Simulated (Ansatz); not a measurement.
## YTe, space group Fm-3m: a scan of the energy under strain

Program: Ansatz 0.2.0, Python API.

The script, `yte.py`:
```python
import ansatz
import numpy as np

vectors0 = np.array([
    [0.0, 3.04, 3.04],
    [3.04, 0.0, 3.04],
    [3.04, 3.04, 0.0],
])
sites = [
    ("Y", [0.5, 0.5, 0.5]),
    ("Te", [0.0, 0.0, 0.0]),
]


def on_lattice(cell):
    crystal = ansatz.Crystal(lattice=ansatz.Lattice.of(cell))
    for symbol, position in sites:
        crystal = crystal.atom(symbol, position)
    return crystal

values = np.linspace(-0.02, 0.02, 5)
energies = []
for d in values:
    strain = d / 2 * (np.ones((3, 3)) - np.eye(3))
    cell = vectors0 @ (np.eye(3) + strain)
    base = (
        on_lattice(cell).calculation()
        .functional(ansatz.Functional.PBESOL)
        .pseudopotentials("paw")
        .basis(470)
        .occupations("gaussian", width=0.01)
        .scf(max_iterations=100, lower_state_search="light")
        .kpoints(10, 10, 10)
    )
    report = base.run(threads=1).report
    energies.append(report["free_energy_ev"] / len(sites))
    print(f"d = {d:+.4f}  F = {energies[-1]:.5f} eV/atom")
energies = np.array(energies)

for value, e in zip(values, energies):
    print(f"strain {value:7.3f}   E - Emin = {1000 * (e - energies.min()):9.3f} meV/atom")
np.savetxt("strain.csv", np.column_stack([values, energies]), fmt="%.6f", delimiter=",", header="strain,energy_eV_per_atom")
curvature = 2 * np.polyfit(values, energies, 3)[1]
volume = abs(np.linalg.det(vectors0)) / len(sites)
print(f"d2E/dd2 over the volume: {curvature / volume * 160.21766:.1f} GPa")
```

```console
$ python yte.py
d = -0.0200  F = -5349.67002 eV/atom
d = -0.0100  F = -5349.67121 eV/atom
d = +0.0000  F = -5349.67160 eV/atom
d = +0.0100  F = -5349.67126 eV/atom
d = +0.0200  F = -5349.67016 eV/atom
strain  -0.020   E - Emin =     1.581 meV/atom
strain  -0.010   E - Emin =     0.388 meV/atom
strain   0.000   E - Emin =     0.000 meV/atom
strain   0.010   E - Emin =     0.343 meV/atom
strain   0.020   E - Emin =     1.437 meV/atom
d2E/dd2 over the volume: 43.2 GPa
```

It writes `strain.csv`:
```csv
# strain,energy_eV_per_atom
-0.020000,-5349.670017
-0.010000,-5349.671210
0.000000,-5349.671598
0.010000,-5349.671255
0.020000,-5349.670161
```

Against the unstrained cell the energy per atom changes by +1.58 meV at one end of the scan and +1.44 meV at the other, and its second derivative over the volume is 43.2 GPa.

Reading the output:
- These settings explore the input space; cutoff and mesh may be short of convergence.
- The curvature belongs to this strain pattern and to the cell's stress; it equals a single elastic constant only for simple patterns.
- In a metal a curvature from energy changes of a few meV or less hangs on mesh and smearing, in size and even in sign.
- Of the deposited cell: the entry's cell lengths or inner coordinates differ somewhat from later room-temperature determinations.
- The structure is a deposited one; some such entries were measured under pressure or heat, so a shift against it needn't be the functional's error alone.
- The ions keep their fractional positions (clamped ions).
- Finished in 43 s on 1 thread of Arm Neoverse N1 (shared host), peak memory 0.46 GiB.
